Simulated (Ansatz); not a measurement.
# Ge4W: from a guess to a relaxed structure

Where does this trial cell of Ge4W go when cell and atoms are let free?

Method: DFT PBE, scalar-relativistic, plane waves, PAW, in Ansatz 0.2.0.

## 1. The starting structure

Symmetry: Im-3m, No. 229, cubic system. The conventional cell has a = 5.695 Å, b = 5.695 Å, c = 5.695 Å, α = 90.00°, β = 90.00°, γ = 90.00°. Ge (site symmetry -3m) is surrounded by 2 W at 2.47 Å. Around W (site symmetry m-3m) lie 8 Ge at 2.47 Å.

As a file:

```cif
data_structure
_symmetry_space_group_name_H-M 'Im-3m'
_symmetry_Int_Tables_number 229
_cell_length_a 5.6955
_cell_length_b 5.6955
_cell_length_c 5.6955
_cell_angle_alpha 90.000
_cell_angle_beta 90.000
_cell_angle_gamma 90.000
_cell_volume 184.75
loop_
_atom_site_label
_atom_site_type_symbol
_atom_site_symmetry_multiplicity
_atom_site_Wyckoff_symbol
_atom_site_fract_x
_atom_site_fract_y
_atom_site_fract_z
_atom_site_occupancy
Ge1 Ge 8 c 0.25000 0.25000 0.75000 1
W1 W 2 a 0.00000 0.00000 0.00000 1
```

A structure generator made this guess: species swapped into a database cell of MnGa4 (Im-3m, No. 229), with W on the Mn sites and Ge on the Ga sites. Lengths come from tabulated atomic sizes and are only a guess.

## 2. Probe: one point on a coarse mesh

The input, input.yaml:

```yaml
crystal:
  lattice:
    - [-2.84773444, 2.84773444, 2.84773444]
    - [2.84773444, -2.84773444, 2.84773444]
    - [2.84773444, 2.84773444, -2.84773444]
  atoms:
    - { symbol: Ge, position: [0.0, 0.0, 0.5] }
    - { symbol: Ge, position: [0.0, 0.5, 0.0] }
    - { symbol: Ge, position: [0.5, 0.0, 0.0] }
    - { symbol: Ge, position: [0.5, 0.5, 0.5] }
    - { symbol: W, position: [0.0, 0.0, 0.0] }
basis:
  ecutwfc: 420
kpoints:
  mp_grid: { grid: [4, 4, 4] }
hamiltonian:
  xc: pbe
scf:
  occupations: { method: gaussian, width: 0.1 }
  lower_state_search: "off"
output:
  forces: true
  stress: true
  eigenvalues: true
```

Started as:

```
$ ansatz run input.yaml --threads 1 --pin off --max-ram 2048MiB --backend cpu --events-out ev --progress --plain --runs-dir out
```

The session goes on with these runs: rough relaxation on the coarse mesh; relaxation on the finer mesh.

What does the calculation give? Wanted: conventional cell; volume; energy over the elements; gap on the mesh.

The runs gave:

| quantity | value |
| --- | --- |
| symmetry at the end (tolerance 0.05 Å) | space group Im-3m (No. 229) |
| conventional cell | a = 5.921 Å, b = 5.921 Å, c = 5.921 Å, α = 90.00°, β = 90.00°, γ = 90.00° |
| volume | 20.76 Å³/atom |
| energy over the elements | +0.41 eV/atom |
| gap on the mesh | none (metal) |

**Reading.** The space group Im-3m (No. 229) is kept, and the volume per atom grows by 12.4 % from the first guess. The formation energy is positive, so the separate elements lie lower. No finished test with a distortion of lower symmetry is shown, so the end may be a saddle point. The runs treat W without spin-orbit coupling.
